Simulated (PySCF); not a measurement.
# C₆H₁₂O₂Si: magnetic properties

Aim: compute the magnetic properties of C₆H₁₂O₂Si (`C=C(C)[C@]1(C)CO[SiH2]O1`).

Programs: PySCF 2.14.0, with routines of our own; each step states its level. All values are computed. Atoms count from 0.

## (1) The system as given

21 atoms, charge 0, multiplicity 1; geometry from: GFN2-xTB.

## (2) Magnetic properties: GIAO B3LYP/pcSseg-1

What the job is given:

```
{"job": {"kind": "mag", "xc": "B3LYP", "basis": "pcSseg-1", "isotopologues": 0}, "charge": 0, "multiplicity": 1}
C     -1.762882     0.440056     1.511818
C     -1.191945     0.372686     0.319288
C     -1.862293     0.858493    -0.925318
C      0.177528    -0.248086     0.130419
C      0.048698    -1.774698     0.099501
C      1.186907     0.178007     1.229982
O      2.450929     0.287238     0.646303
Si     2.344630     0.454121    -0.981566
O      0.740731     0.176237    -1.093859
H     -2.747960     0.856337     1.635059
H     -1.278904     0.085728     2.405204
H     -1.294373     1.683765    -1.351352
H     -1.883279     0.065569    -1.670580
H     -2.876182     1.187530    -0.714460
H     -0.471999    -2.128939     0.984992
H     -0.507618    -2.072741    -0.785925
H      1.041408    -2.216878     0.053523
H      0.898133     1.148124     1.648645
H      1.237243    -0.559528     2.033811
H      3.150121    -0.590913    -1.591603
H      2.592187     1.814835    -1.429651
```

Method: GIAO B3LYP/pcSseg-1 magnetisability, rotational g tensor and spin-rotation constants, non-relativistic, gas phase.

The run is started by

```console
$ OMP_NUM_THREADS=1 python excited_run.py task.json out
```

This one command runs all jobs of the session in turn.

Standard output:

```text
coarse grid: 17752 points
cycle   1  E = -675.5197571643  dE =  1.321e+00  |g| = 1.057e+00  |ddm| = 4.177e+00
cycle   2  E = -675.2357287474  dE =  2.840e-01  |g| = 1.633e+00  |ddm| = 2.474e+00
cycle   3  E = -675.7207495257  dE = -4.850e-01  |g| = 1.454e-01  |ddm| = 1.752e+00
cycle   4  E = -675.7246488729  dE = -3.899e-03  |g| = 5.059e-02  |ddm| = 1.713e-01
cycle   5  E = -675.7252770717  dE = -6.282e-04  |g| = 8.125e-03  |ddm| = 5.513e-02
cycle   6  E = -675.7252864227  dE = -9.351e-06  |g| = 4.716e-03  |ddm| = 1.101e-02
cycle   7  E = -675.7252911307  dE = -4.708e-06  |g| = 6.925e-04  |ddm| = 4.657e-03
final grid: 166056 points
cycle   8  E = -675.8152682411  dE = -5.213e-05  |g| = 7.922e-03  |ddm| = 3.930e-02
cycle   9  E = -675.8152568052  dE =  1.144e-05  |g| = 1.069e-02  |ddm| = 1.598e-02
cycle  10  E = -675.8152824237  dE = -2.562e-05  |g| = 1.722e-03  |ddm| = 1.029e-02
cycle  11  E = -675.8152830645  dE = -6.408e-07  |g| = 2.687e-04  |ddm| = 1.537e-03
cycle  12  E = -675.8152830778  dE = -1.333e-08  |g| = 1.472e-04  |ddm| = 4.264e-04
cycle  13  E = -675.8152830824  dE = -4.604e-09  |g| = 3.781e-05  |ddm| = 1.681e-04
cycle  14  E = -675.8152830827  dE = -2.733e-10  |g| = 6.911e-06  |ddm| = 3.817e-05
converged SCF energy = -675.8152830827

Magnetisability tensor (1e-30 J/T^2)
    -1363.63      -47.26       37.12
      -47.26    -1553.51       -4.75
       37.12       -4.75    -1356.08
isotropic -1424.41   principal values   -1564.69  -1391.52  -1317.00
isotropic susceptibility -85.780 1e-6 cm^3/mol

Inertial axes            a          b          c
rot. const./GHz      2.4393     1.0858     0.9726
chi total           -82.986    -81.457    -92.896
chi diamagnetic    -655.737  -1251.868  -1376.932
chi paramagnetic    572.751   1170.411   1284.036
quadrupole/D A        0.398      0.682     -1.080
g nuclear            0.6230     0.5813     0.5783
g electronic        -0.6563    -0.5970    -0.5867
g total             -0.0334    -0.0157    -0.0084

Spin-rotation constants (kHz, H = +C I.J)
atom  isotope        aa         bb         cc
  9     1H        0.151     -0.107     -0.092
 10     1H       -0.222      0.074     -0.116
 11     1H       -0.150     -0.065     -0.052
 12     1H       -0.266     -0.079      0.002
 13     1H        0.056     -0.114     -0.106
 14     1H       -0.149     -0.042     -0.102
 15     1H       -0.242     -0.036     -0.056
 16     1H        0.011     -0.121     -0.083
 17     1H       -0.240     -0.100      0.044
 18     1H       -0.276      0.052     -0.075
 19     1H       -0.069     -0.099     -0.007
 20     1H       -0.196     -0.052      0.001
  0    13C*       0.866      0.370      0.174
  1    13C*       1.085      0.536      0.194
  2    13C*       0.388      0.160      0.165
  3    13C*       0.607      0.242      0.269
  4    13C*       0.482      0.188      0.145
  5    13C*       0.493      0.292      0.250
  6    17O*      -0.190     -0.080     -0.093
  7   29Si*      -1.574     -0.664     -0.626
  8    17O*      -0.335     -0.087     -0.125
* in the singly substituted isotopologue
```

Wall time 5.2 min (1 thread of Intel Xeon at 2.50GHz, shared host); peak memory 1.1 GiB.

From this job:

```
              quantity                      value
       magnetisability           -1424·10⁻³⁰ J/T²
  molar susceptibility         -85.8·10⁻⁶ cm³/mol
rotational g (a, b, c)  -0.0334, -0.0157, -0.0084
```

The fields below are evaluated on a grid from the run's orbitals.

Frontier orbitals at B3LYP/pcSseg-1, with the share of their density that lies nearest to each atom:

```
orbital  energy (eV)                                   lies on
   HOMO        -6.99                          C0 37 %; C1 28 %
   LUMO         0.05  C1 29 %; C0 21 %; H9, H10 about 7 % each
```

ELF in a plane through or near 6 of the atoms.

Ten even steps from ' ' (0.00) to '@' (1.00):
```
                                                        
                                                        
                                                        
                    ..----                              
                  ::@@@@@@##    ==%%%%--                
                  ..@@@@@@@@    %%@@@@##..              
            ..--::  ##@@@@##  ..@@@@@@##::::..          
            ==####--==++**==    ++%%##**##@@##..        
            --%%######::++##::..==++**--@@@@@@++        
            ..######++==%%##====##@@****@@@@@@==        
            ..----++..  ..::--**++**==....--..          
          ......==..::--::..  --++**--                  
          ..--..::  --++**--    --==--++%%##::          
          ..**%%%%**::::==::  **@@%%++++@@@@==          
          ..##@@@@%%..      ..@@@@@@**::==++..          
            ++@@@@##..      ::@@@@@@**                  
            ..++++--          ==##**..                  
                                                        
                                                        
                                                        
```
The map spans 12.1 Å across and 9.7 Å up, centred on the molecule. Atoms in the plane (x, y in Å): C0 (2.0, 0.8), C5 (-0.9, 1.0), H9 (3.1, 0.6), H10 (1.7, 1.8), H11 (1.2, -2.2), H18 (-0.9, 2.0).

On the surface of density 0.002 e/bohr³ the electrostatic potential runs, from the 1st to the 99th percentile, from -1.28 V near O6 to 1.48 V near Si7.

## (3) Magnetic properties: GIAO BHandHLYP/6-31G

The job, as its differences from that of step 2:

```diff
@@ -1,2 +1,2 @@
-{"job": {"kind": "mag", "xc": "B3LYP", "basis": "pcSseg-1", "isotopologues": 0}, "charge": 0, "multiplicity": 1}
+{"job": {"kind": "mag", "xc": "BHandHLYP", "basis": "6-31G", "scf": {"conv": 1e-08, "level_shift": 0.1}}, "charge": 0, "multiplicity": 1}
 C     -1.762882     0.440056     1.511818
```

Method: GIAO BHandHLYP/6-31G magnetisability, rotational g tensor and spin-rotation constants, non-relativistic, gas phase.

Standard output:

```text
final grid: 166056 points
cycle   1  E = -675.2355586103  dE =  1.843e+00  |g| = 8.583e-01  |ddm| = 4.166e+00
cycle   2  E = -675.2754740946  dE = -3.992e-02  |g| = 8.206e-01  |ddm| = 1.586e+00
cycle   3  E = -675.3976943813  dE = -1.222e-01  |g| = 5.932e-02  |ddm| = 6.477e-01
cycle   4  E = -675.3986452609  dE = -9.509e-04  |g| = 1.849e-02  |ddm| = 1.051e-01
cycle   5  E = -675.3987460869  dE = -1.008e-04  |g| = 3.726e-03  |ddm| = 2.852e-02
cycle   6  E = -675.3987500460  dE = -3.959e-06  |g| = 1.253e-03  |ddm| = 8.267e-03
cycle   7  E = -675.3987504930  dE = -4.470e-07  |g| = 4.896e-04  |ddm| = 2.266e-03
cycle   8  E = -675.3987505600  dE = -6.703e-08  |g| = 1.067e-04  |ddm| = 8.209e-04
cycle   9  E = -675.3987505646  dE = -4.528e-09  |g| = 4.561e-05  |ddm| = 2.761e-04
level shift removed, Fock matrix diagonalised once more
converged SCF energy = -675.3987505646

Magnetisability tensor (1e-30 J/T^2)
    -1455.36      -50.67       23.01
      -50.67    -1643.75      -11.66
       23.01      -11.66    -1450.86
isotropic -1516.66   principal values   -1656.67  -1472.13  -1421.17
isotropic susceptibility -91.335 1e-6 cm^3/mol

Inertial axes            a          b          c
rot. const./GHz      2.4393     1.0858     0.9726
chi total           -88.177    -87.184    -98.646
chi diamagnetic    -655.464  -1250.282  -1376.450
chi paramagnetic    567.288   1163.099   1277.804
quadrupole/D A        1.260     -0.687     -0.573
g nuclear            0.6230     0.5813     0.5783
g electronic        -0.6501    -0.5933    -0.5839
g total             -0.0271    -0.0120    -0.0055

Spin-rotation constants (kHz, H = +C I.J)
atom  isotope        aa         bb         cc
  9     1H        0.132     -0.114     -0.098
 10     1H       -0.235      0.065     -0.122
 11     1H       -0.170     -0.072     -0.057
 12     1H       -0.285     -0.085     -0.002
 13     1H        0.032     -0.121     -0.111
 14     1H       -0.167     -0.050     -0.110
 15     1H       -0.253     -0.042     -0.065
 16     1H       -0.005     -0.126     -0.094
 17     1H       -0.257     -0.105      0.032
 18     1H       -0.294      0.041     -0.080
 19     1H       -0.091     -0.108     -0.017
 20     1H       -0.215     -0.063     -0.009
  0    13C*       0.769      0.331      0.141
  1    13C*       0.956      0.471      0.158
  2    13C*       0.303      0.129      0.134
  3    13C*       0.512      0.199      0.220
  4    13C*       0.401      0.154      0.116
  5    13C*       0.403      0.243      0.200
  6    17O*      -0.057     -0.064     -0.071
  7   29Si*      -1.312     -0.547     -0.528
  8    17O*      -0.277     -0.029     -0.097
* in the singly substituted isotopologue
```

It took 2 min on 1 thread of Intel Xeon at 2.50GHz, shared host; peak memory 0.76 GiB.

In short:

```
              quantity                      value
       magnetisability           -1517·10⁻³⁰ J/T²
  molar susceptibility         -91.3·10⁻⁶ cm³/mol
rotational g (a, b, c)  -0.0271, -0.0120, -0.0055
```

## (4) Magnetic properties side by side

```
               level  ξ (10⁻³⁰ J/T²)     g(a)     g(b)  gap (eV)  functions     time
 GIAO B3LYP/pcSseg-1           -1424  -0.0334  -0.0157      7.04        220  5.2 min
GIAO BHandHLYP/6-31G           -1517  -0.0271  -0.0120      9.55        109    2 min
```

## (5) Outcome

| quantity | value |
| --- | --- |
| magnetisability (step 2, GIAO B3LYP/pcSseg-1) | -1424·10⁻³⁰ J/T² |
| molar susceptibility (step 2, GIAO B3LYP/pcSseg-1) | -85.8·10⁻⁶ cm³/mol |
| rotational g (a, b, c) (step 2, GIAO B3LYP/pcSseg-1) | -0.0334, -0.0157, -0.0084 |
| surface potential, 1st and 99th percentile | -1.28 V and 1.48 V |
| magnetisability over the levels | -1517 to -1424·10⁻³⁰ J/T² |

What this shows: The magnetisability spreads by 6.3 % over 2 levels, from GIAO BHandHLYP/6-31G (2 min) to GIAO B3LYP/pcSseg-1 (5.2 min); the runs took 2 min to 5.2 min. Two levels can agree by chance, so this spread shows no convergence. Vibrational averaging and real surroundings are missing from these values.
